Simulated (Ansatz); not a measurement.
# CH8BNSi: the cost of one run

All numbers below are computed with Ansatz 0.2.0 (RKS PBE-D4/def2-SVP).

## (1) The starting structure

Bond lengths: C1–N2 1.431 Å, N2–B3 1.507 Å, B3–Si4 1.933 Å, C1–H5 1.162 Å, C1–H6 1.132 Å, C1–H7 1.106 Å, N2–H8 1.024 Å, B3–H9 1.214 Å, Si4–H10 1.430 Å, Si4–H11 1.439 Å, Si4–H12 1.526 Å. Angles (14 of 18 angles, heavy atoms first): C1–N2–B3 108.7°, N2–B3–Si4 123.2°, C1–N2–H8 106.5°, B3–N2–H8 106.3°, N2–C1–H5 107.6°, N2–C1–H6 112.9°, N2–C1–H7 115.7°, N2–B3–H9 120.6°, Si4–B3–H9 116.0°, B3–Si4–H10 110.8°, B3–Si4–H11 112.5°, B3–Si4–H12 105.8°, H5–C1–H6 101.8°, H5–C1–H7 107.6°.

Structure file:

```xyz
12

C    -0.5182    1.9334    0.1689
N    -0.8057    0.5322    0.1307
B     0.4579   -0.2120   -0.2162
Si    0.5586   -2.1404   -0.3082
H    -1.5124    2.4908    0.3936
H    -0.2404    2.3541   -0.8449
H     0.2213    2.2503    0.9279
H    -1.0472    0.2592    1.0880
H     1.5026    0.3845   -0.3768
H     0.8837   -2.5688   -1.6335
H     1.4240   -2.6943    0.6986
H    -0.8472   -2.6441    0.0057
```

## (2) Relaxing end A

input.yaml reads:

```yaml
crystal:
  periodic: [false, false, false]
  atoms:
    - { symbol: C, position_ang: [-0.5182, 1.9334, 0.1689] }
    - { symbol: "N", position_ang: [-0.8057, 0.5322, 0.1307] }
    - { symbol: B, position_ang: [0.4579, -0.212, -0.2162] }
    - { symbol: Si, position_ang: [0.5586, -2.1404, -0.3082] }
    - { symbol: H, position_ang: [-1.5124, 2.4908, 0.3936] }
    - { symbol: H, position_ang: [-0.2404, 2.3541, -0.8449] }
    - { symbol: H, position_ang: [0.2213, 2.2503, 0.9279] }
    - { symbol: H, position_ang: [-1.0472, 0.2592, 1.088] }
    - { symbol: H, position_ang: [1.5026, 0.3845, -0.3768] }
    - { symbol: H, position_ang: [0.8837, -2.5688, -1.6335] }
    - { symbol: H, position_ang: [1.424, -2.6943, 0.6986] }
    - { symbol: H, position_ang: [-0.8472, -2.6441, 0.0057] }
basis:
  gaussian: { orbitals: def2-SVP }
hamiltonian:
  xc: pbe
  dispersion: d4
relax:
  f_tol: 0.02
  max_steps: 50
output:
  orbitals: {}
```

Run with:

```bash
ansatz run input.yaml --threads 2 --pin off --max-ram 3072MiB --backend cpu --events-out ev --progress --plain --runs-dir out
```

Q: Estimate wall time and peak memory on 2 threads of Intel Xeon 6975P-C (Granite Rapids), shared host.

About 14 s, with a peak of 0.17 GiB.
